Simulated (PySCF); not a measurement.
# CH5B3BrF: the cost of one run

Computed with PySCF 2.14.0, with density-fitted response routines of our own, on a single molecule in the gas phase. Atoms count from 0, in the outputs and in this text.

### 1 The molecule as given

11 atoms, charge 0, multiplicity 1; geometry from: GFN2-xTB. The atoms were then displaced at random by about 0.01 Å, so the start is not that level's minimum.

Bonds of the start (Å): B0–B1 1.67, B1–F2 1.34, B1–C3 1.58, C3–B4 1.58, B4–Br5 1.87, B0–H6 1.15, B0–H7 1.17, C3–H8 1.08, C3–H9 1.09, B4–H10 1.17.

### 2 Relaxing the molecule at PBE0-D3(BJ)/def2-SVP

Job settings and geometry (Å):

```
{"job": {"xc": "PBE0", "basis": "def2-SVP", "d3": "d3bj", "grid": 1, "shake": 0.01, "kind": "geom"}, "charge": 0, "multiplicity": 1}
B      1.851970     0.346920     0.911710
B      0.630810     0.548310    -0.213460
F      0.445640     1.601340    -1.013490
C     -0.442510    -0.603520    -0.392730
B     -1.743030    -0.152930     0.392850
Br    -1.892380    -0.534720     2.221490
H      2.866810    -0.133030     0.654310
H      1.687920     0.660480     2.027100
H     -0.685000    -0.690250    -1.436880
H     -0.076370    -1.552650    -0.010430
H     -2.605750     0.484230    -0.076290
```

The run is started by

```console
> OMP_NUM_THREADS=1 python probes_run.py task.json out
```

The driver reads the jobs from task.json and runs them one after another.

**Question.** How long does this first job take on 1 thread of Arm Neoverse N1, shared host, and how much memory does it need?

About 71 s, with a peak of 0.53 GiB.
